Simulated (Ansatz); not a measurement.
# C₅H₁₂O₂: ionisation energy by level of theory

An exercise on one series of results from a longer session: the logs are not shown, and one member is left open.

The runs use Ansatz 0.2.0, Gaussian basis; unrestricted cation, the program's frozen cores in correlated methods.

The runs, in order: UKS PBE-D4/def2-TZVPP; UKS r2SCAN-D4/def2-TZVPP; UKS PBE0-D4/def2-TZVPP; UKS B3LYP-D4/def2-TZVPP; UKS wB97X-V/def2-TZVPP; UKS wB97M-V/def2-TZVPP; UKS B2PLYP/def2-TZVPP; UHF-CCSD(T)/def2-TZVPP; UHF-MP2/def2-QZVPP; extrapolation to the limit; then −ε(HOMO) from the neutral's earlier runs with LDA (SPW92), PBE-D4, revPBE-D4, BLYP-D4, r2SCAN-D4, B97M-V, PBE0-D4, B3LYP-D4, r2SCANh-D4, r2SCAN0-D4, HSE06-D4, BHLYP-D4, CAM-B3LYP-D4, LC-ωPBE, ωB97X-V, ωB97M-V.

## The geometry

An earlier PBE0-D4 in a triple-zeta def2 set relaxation fixed the geometry.

19 atoms, charge 0, spin multiplicity 1.

Atoms are counted from 1 here; the program's logs count them from 0.

Bond lengths: C1–C2 1.506 Å, C1–H8 1.092 Å, C1–H9 1.092 Å, C1–H10 1.092 Å, C2–O3 1.416 Å, C2–H11 1.095 Å, C2–H12 1.101 Å, O3–C4 1.374 Å, C4–O5 1.404 Å, C4–H13 1.105 Å, C4–H14 1.098 Å, O5–C6 1.410 Å, C6–C7 1.516 Å, C6–H15 1.093 Å, C6–H16 1.100 Å, C7–H17 1.092 Å, C7–H18 1.092 Å, C7–H19 1.093 Å. Angles: C2–C1–H8 110.8°, C2–C1–H9 110.2°, C2–C1–H10 110.5°, H8–C1–H9 108.5°, H8–C1–H10 108.3°, H9–C1–H10 108.4°, C1–C2–O3 108.4°, C1–C2–H11 111.0°, C1–C2–H12 110.8°, O3–C2–H11 109.8°, O3–C2–H12 109.2°, H11–C2–H12 107.7°, C2–O3–C4 113.8°, O3–C4–O5 109.8°, O3–C4–H13 110.7°, O3–C4–H14 106.9°, O5–C4–H13 110.1°, O5–C4–H14 110.1° and more.

As a file:

```mol
C5H12O2
  3D, bonds by distance, orders not assigned

 19 18  0  0  0  0  0  0  0  0999 V2000
   -1.7940   -2.5653   -0.9655 C   0  0
   -0.9454   -1.5031   -0.3176 C   0  0
   -0.2838   -0.7769   -1.3379 O   0  0
    0.6069    0.1569   -0.8667 C   0  0
   -0.0881    1.2094   -0.2508 O   0  0
    0.7563    2.1742    0.3369 C   0  0
    1.2288    1.7900    1.7255 C   0  0
   -1.1791   -3.2462   -1.5573 H   0  0
   -2.3197   -3.1454   -0.2040 H   0  0
   -2.5358   -2.1116   -1.6255 H   0  0
   -1.5589   -0.8239    0.2836 H   0  0
   -0.1951   -1.9542    0.3496 H   0  0
    1.3115   -0.3026   -0.1501 H   0  0
    1.1658    0.5316   -1.7350 H   0  0
    0.1684    3.0940    0.3851 H   0  0
    1.6152    2.3756   -0.3204 H   0  0
    0.3736    1.6060    2.3788 H   0  0
    1.8501    0.8922    1.7138 H   0  0
    1.8233    2.5991    2.1577 H   0  0
  1  2  8  0
  2  3  8  0
  3  4  8  0
  4  5  8  0
  5  6  8  0
  6  7  8  0
  1  8  8  0
  1  9  8  0
  1 10  8  0
  2 11  8  0
  2 12  8  0
  4 13  8  0
  4 14  8  0
  6 15  8  0
  6 16  8  0
  7 17  8  0
  7 18  8  0
  7 19  8  0
M  END
```

Set-up of the first run:

Contents of in.yaml:

```yaml
crystal:
  periodic: [false, false, false]
  atoms:
    - {symbol: C, position_ang: [-1.794005, -2.565297, -0.965539]}
    - {symbol: C, position_ang: [-0.945358, -1.503100, -0.317611]}
    - {symbol: O, position_ang: [-0.283808, -0.776886, -1.337890]}
    - {symbol: C, position_ang: [0.606909, 0.156920, -0.866740]}
    - {symbol: O, position_ang: [-0.088055, 1.209389, -0.250825]}
    - {symbol: C, position_ang: [0.756275, 2.174235, 0.336921]}
    - {symbol: C, position_ang: [1.228829, 1.790047, 1.725458]}
    - {symbol: H, position_ang: [-1.179133, -3.246231, -1.557327]}
    - {symbol: H, position_ang: [-2.319714, -3.145389, -0.203979]}
    - {symbol: H, position_ang: [-2.535776, -2.111606, -1.625509]}
    - {symbol: H, position_ang: [-1.558903, -0.823881, 0.283643]}
    - {symbol: H, position_ang: [-0.195109, -1.954175, 0.349555]}
    - {symbol: H, position_ang: [1.311510, -0.302582, -0.150122]}
    - {symbol: H, position_ang: [1.165761, 0.531614, -1.734968]}
    - {symbol: H, position_ang: [0.168404, 3.094012, 0.385108]}
    - {symbol: H, position_ang: [1.615241, 2.375625, -0.320392]}
    - {symbol: H, position_ang: [0.373568, 1.606035, 2.378766]}
    - {symbol: H, position_ang: [1.850087, 0.892185, 1.713780]}
    - {symbol: H, position_ang: [1.823270, 2.599081, 2.157682]}
basis:
  gaussian: {orbitals: def2-TZVPP}
total_charge: 1
magnetization: {spin_polarized: true, initial_magnetization: 1}
hamiltonian: {xc: pbe, dispersion: d4}
```

Command:

```bash
$ ansatz run in.yaml --threads 2 --pin off --events-out ev --progress --plain --max-ram 32768MiB --backend cuda --devices 0, --max-vram 18GiB
```

Steps of the session up to this table: Cation, UKS PBE-D4/def2-TZVPP; Cation, UKS r2SCAN-D4/def2-TZVPP; Cation, UKS PBE0-D4/def2-TZVPP; Cation, UKS B3LYP-D4/def2-TZVPP; Cation, UKS wB97X-V/def2-TZVPP; Cation, UKS wB97M-V/def2-TZVPP; Cation, UKS B2PLYP (frozen core)/def2-TZVPP; Cation, UHF-CCSD(T)/def2-TZVPP; Cation, UHF-MP2/def2-QZVPP.

One of the session's tables, all rows but one given; the rest of the session is left out.

Orbital estimates, from the neutral's runs:

```
  functional  −ε(HOMO) (eV)
 LDA (SPW92)           5.94
      PBE-D4           5.81
   revPBE-D4           5.75
     BLYP-D4           5.75
   r2SCAN-D4           6.12
      B97M-V           6.31
     PBE0-D4           7.39
    B3LYP-D4           7.17
  r2SCANh-D4              ?
  r2SCAN0-D4           7.61
    HSE06-D4           6.98
    BHLYP-D4           8.95
CAM-B3LYP-D4           8.86
     LC-ωPBE          10.15
     ωB97X-V           9.86
     ωB97M-V           9.81
```

Q: Estimate the row for r2SCANh-D4 from the others.

Worked estimate for «−ε(HOMO) (eV)». Against the share of exact exchange, r2SCAN-D4 (0, 6.12), r2SCAN0-D4 (0.25, 7.61) give a slope of 5.96 per unit share; at 0.1 the line stands at 6.72.

As computed: −ε(HOMO) (eV): 6.71. In «−ε(HOMO) (eV)» the line misses by +0.01.

Caveats from the session: The cation may have settled in a state other than its lowest; no search over hole states beyond the program's own was made.
